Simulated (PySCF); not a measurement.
# C2H7NOSi2: the cost of one run

Programs: PySCF 2.14.0, with density-fitted response routines of our own. Each step states its level of theory. These are calculated values for one molecule in the gas phase, unless marked as measured. Atoms are numbered from 0 throughout.

**1. Starting geometry**

13 atoms, charge 0, multiplicity 1; geometry from: GFN2-xTB. The atoms were then displaced at random by about 0.01 Å, so the start is not that level's minimum.

Bonds of the start (Å): C0–O1 1.37, O1–Si2 1.61, Si2–Si3 2.34, Si3–C4 1.84, C4–N5 1.14, C0–H6 1.12, C0–H7 1.07, C0–H8 1.07, Si2–H9 1.46, Si2–H10 1.49, Si3–H11 1.48, Si3–H12 1.48.

**2. Relaxing the molecule at PBE0-D3(BJ)/def2-SVP**

What the job is given:

```
{"job": {"xc": "PBE0", "basis": "def2-SVP", "d3": "d3bj", "grid": 1, "shake": 0.01, "kind": "geom"}, "charge": 0, "multiplicity": 1}
C     -2.591490    -0.113850     0.057250
O     -1.276150     0.278140    -0.018200
Si     0.020940    -0.674610     0.075900
Si     1.682490     0.954380    -0.153220
C      3.286120     0.057250    -0.076080
N      4.281320    -0.496090    -0.013030
H     -3.210370     0.808270    -0.054910
H     -2.818300    -0.555430     1.007420
H     -2.862610    -0.784260    -0.726900
H      0.000200    -1.711680    -0.949370
H      0.032500    -1.416180     1.365210
H      1.767790     1.963200     0.919540
H      1.693410     1.673990    -1.443920
```

The run is started by

```bash
OMP_NUM_THREADS=1 python probes_run.py task.json out
```

The driver reads the jobs from task.json and runs them one after another.

Q: Estimate the wall time and peak memory of this first job on 1 thread of Arm Neoverse V1, shared host.

About 55 s, with a peak of 0.52 GiB.
